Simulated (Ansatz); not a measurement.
**Al₂H₃LiS: one structure at several levels**

Aim: energy, forces and dipole at a structure displaced at random from a GFN2-xTB minimum, from CCSD(T) and from density functionals.

Program: Ansatz 0.2.0, Gaussian basis. Level of theory: single points in def2-TZVPP. These are calculated values, not measurements.

Cores are frozen in the correlated methods. The outer core shell of Li, Na, Mg and K is correlated.

## Step 1: Starting geometry

SMILES `[Li][S][AlH][AlH2]`, 7 atoms, charge 0, spin multiplicity 1.

Atoms are counted from 1 here; the program's logs count them from 0.

Bond lengths: Li1–S2 2.288 Å, S2–Al3 2.134 Å, Al3–H5 1.555 Å, Al4–H6 1.651 Å, Al4–H7 1.738 Å. Angles: Li1–S2–Al3 154.4°, S2–Al3–H5 126.4°, H6–Al4–H7 109.8°.

Geometry (Å):

```xyz
7
Al2H3LiS
Li    0.1650   -3.0863    3.0256
S     0.0178   -1.3565    1.5351
Al    0.3528    0.6431    0.8678
Al   -0.3115    0.7149   -1.7983
H     0.8435    1.8353    1.7377
H    -0.6907   -0.6765   -2.6014
H    -0.4414    2.0717   -2.8763
```

## Step 2: CCSD(T)/def2-TZVPP

Input file run/in.yaml:

```yaml
crystal:
  periodic: [false, false, false]
  atoms:
    - {symbol: Li, position_ang: [0.165000, -3.086300, 3.025600]}
    - {symbol: S, position_ang: [0.017800, -1.356500, 1.535100]}
    - {symbol: Al, position_ang: [0.352800, 0.643100, 0.867800]}
    - {symbol: Al, position_ang: [-0.311500, 0.714900, -1.798300]}
    - {symbol: H, position_ang: [0.843500, 1.835300, 1.737700]}
    - {symbol: H, position_ang: [-0.690700, -0.676500, -2.601400]}
    - {symbol: H, position_ang: [-0.441400, 2.071700, -2.876300]}
basis:
  gaussian: {orbitals: def2-TZVPP}
correlation: {method: ccsd_t}
output: {forces: true}
```

The command line of these runs was not kept.

## Step 3: PBE0-D4/def2-TZVPP

Changes to run/in.yaml since step 2:

```diff
@@ -12,3 +12,3 @@
   gaussian: {orbitals: def2-TZVPP}
-correlation: {method: ccsd_t}
-output: {forces: true}
+hamiltonian: {xc: pbe0, dispersion: d4}
+output: {forces: true, orbitals: {seedname: orbitals}}
```

## Step 4: wB97M-V/def2-TZVPP

Changes to run/in.yaml since step 3:

```diff
@@ -12,3 +12,3 @@
   gaussian: {orbitals: def2-TZVPP}
-hamiltonian: {xc: pbe0, dispersion: d4}
-output: {forces: true, orbitals: {seedname: orbitals}}
+hamiltonian: {xc: {name: wB97M-V}}
+output: {forces: true}
```

## Step 5: r2SCAN-D4/def2-TZVPP

Changes to run/in.yaml since step 4:

```diff
@@ -12,3 +12,3 @@
   gaussian: {orbitals: def2-TZVPP}
-hamiltonian: {xc: {name: wB97M-V}}
+hamiltonian: {xc: r2scan, dispersion: d4}
 output: {forces: true}
```

## Step 6: PBE-D4/def2-TZVPP

Changes to run/in.yaml since step 5:

```diff
@@ -12,3 +12,3 @@
   gaussian: {orbitals: def2-TZVPP}
-hamiltonian: {xc: r2scan, dispersion: d4}
+hamiltonian: {xc: pbe, dispersion: d4}
 output: {forces: true}
```

## Step 7: r2SCAN0-D4/def2-TZVPP

Changes to run/in.yaml since step 6:

```diff
@@ -12,3 +12,3 @@
   gaussian: {orbitals: def2-TZVPP}
-hamiltonian: {xc: pbe, dispersion: d4}
+hamiltonian: {xc: {name: r2SCAN0}, dispersion: d4}
 output: {forces: true}
```

## Step 8: SPW92/def2-TZVPP

Changes to run/in.yaml since step 7:

```diff
@@ -12,3 +12,3 @@
   gaussian: {orbitals: def2-TZVPP}
-hamiltonian: {xc: {name: r2SCAN0}, dispersion: d4}
+hamiltonian: {xc: lda}
 output: {forces: true}
```

(Steps that only read results are left out.)

Q: Predict the outcome of this session. Wanted: energy less free atoms, CCSD(T)/def2-TZVPP; RMS force component; RMS force error; HOMO and LUMO, PBE0-D4; T1 diagnostic.

**Answer**, as computed:

| quantity | value |
| --- | --- |
| energy less free atoms, CCSD(T)/def2-TZVPP | -380.6 kcal/mol |
| RMS force component | 0.522 to 0.540 eV/Å over the methods |
| RMS force error | PBE0-D4 0.046, wB97M-V 0.045, r2SCAN-D4 0.036, PBE-D4 0.088, r2SCAN0-D4 0.061, SPW92 0.107 eV/Å |
| HOMO and LUMO, PBE0-D4 | -5.48 and -1.73 eV |
| T1 diagnostic | 0.012 |

Against CCSD(T) the functionals' energies less atoms differ by -49.3 to -3.5 kcal/mol, PBE-D4 by -5.5 kcal/mol. CCSD(T) in triple zeta still lacks some correlation energy of the bonds, so part of these gaps is its own basis error and they don't rank the functionals. On forces the order runs from r2SCAN-D4 to SPW92. Frozen-core CCSD(T) forces in triple zeta carry basis errors of their own, and this is one geometry, so small gaps rank nothing.
